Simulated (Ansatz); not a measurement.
Predict the output of the script below (Ansatz 0.2.0, Python API).

The script reads `input.yaml`:
```yaml
crystal:
  lattice:
    - [4.768434, 0.0, 0.0]
    - [-2.384217, 4.129585, 0.0]
    - [0.0, 0.0, 15.699201]
  atoms:
    - { symbol: K, position: [0.0, 0.0, 0.0] }
    - { symbol: K, position: [0.333333, 0.666667, 0.75] }
    - { symbol: K, position: [0.0, 0.0, 0.5] }
    - { symbol: K, position: [0.666667, 0.333333, 0.25] }
kpoints:
  mp_grid: { kspacing: 0.3 }
hamiltonian:
  xc: pbesol
scf:
  occupations: { method: cold, width: 0.05 }
output:
  stress: true
  eigenvalues: true
```

The script, `yaml_run.py`:
```python
"""Run a YAML input for K from Python."""

import ansatz as az
import numpy as np
import yaml

with open("input.yaml") as handle:
    tree = yaml.safe_load(handle)
print("sections:", list(tree))
planned = az.Session.from_dict(tree).plan(threads=1, pin="off")
res = planned.execute()
data = res.report

n_atoms = len(data["lattice"]["sites"])
print("F =", round(data["free_energy_ev"], 4), "eV for", n_atoms, "atoms")
print("E(sigma -> 0) =", round(data["energy_sigma0_ev"], 4), "eV, TS =", round(data["entropy_ts_ev"], 5), "eV")
print("closed by", data["closed_by"], "after", data["n_iterations"], "iterations")

# the stress is positive in compression
stress = np.array(data["stress_gpa"])
print(f"pressure {np.trace(stress) / 3:.3f} GPa")
print("stress tensor, GPa, positive in compression")
print(np.round(stress, 3) + 0.0)

print("energy terms (eV)")
for term, value in data["components"].items():
    if abs(value) > 1e-9:
        print(f"  {term:26s} {value:16.5f}")
```

```console
$ python yaml_run.py
sections: ['crystal', 'kpoints', 'hamiltonian', 'scf', 'output']
DeckWarning: the atoms were moved onto the symmetric positions of the space group found under crystal.symmetry.tolerance 1.0e-5 (fractional; no operation is sought that the atoms, as they stand in a round, miss by more than twice it, and no atom is moved by as much as it), and the run uses the moved positions. Before [...]
DeckWarning: basis.ecutwfc = 420 eV, auto-derived from the records' recommended cutoffs: set by K (normal level)
F = -6064.0927 eV for 4 atoms
E(sigma -> 0) = -6064.0932 eV, TS = -0.00151 eV
closed by deck_thresholds after 5 iterations
pressure -0.264 GPa
stress tensor, GPa, positive in compression
[[-0.165  0.     0.   ]
 [ 0.    -0.165  0.   ]
 [ 0.     0.    -0.461]]
energy terms (eV)
  e_band                           -578.12824
  e_kinetic                        1007.09141
  e_local                         -3064.06871
  e_nonlocal                         55.10980
  e_hartree                        1093.71495
  e_xc                             -527.47749
  e_vxc                            -646.11691
  e_paw                           -3047.18107
  e_vpaw                           -117.57086
  e_augmentation_tail                -0.00001
  e_ewald                         -1581.71459
  e_core_change                       0.43154
  e_smearing                          0.00151
```
(Warnings from the package without file and line, shortened, repeats left out.)

Reading the output:
- Absolute energies stand on the zero of these potentials, so only differences at equal settings mean something. A total without «per atom» is that of the cell as typed.
- The energy terms are those on the plane-wave grid, with the one-centre PAW part apart; e_band, e_vxc and e_vpaw aren't summands of the total.
- Under cold or Methfessel-Paxton smearing the entropy term is a generalised one and can be negative.
- For a metal this k-point mesh is coarse: on a finer one energies can move by several to tens of meV an atom and pressures by half a GPa or more, differences at one mesh by less.
- This isn't the structure that K takes at ambient conditions.
- Levels are Kohn-Sham eigenvalues on this mesh.
- Run time: 3.2 s on 1 thread of Arm Neoverse V2, on a shared host, peak memory 0.47 GiB.

(Lines on the test bed's own set-up are left out of the output.)
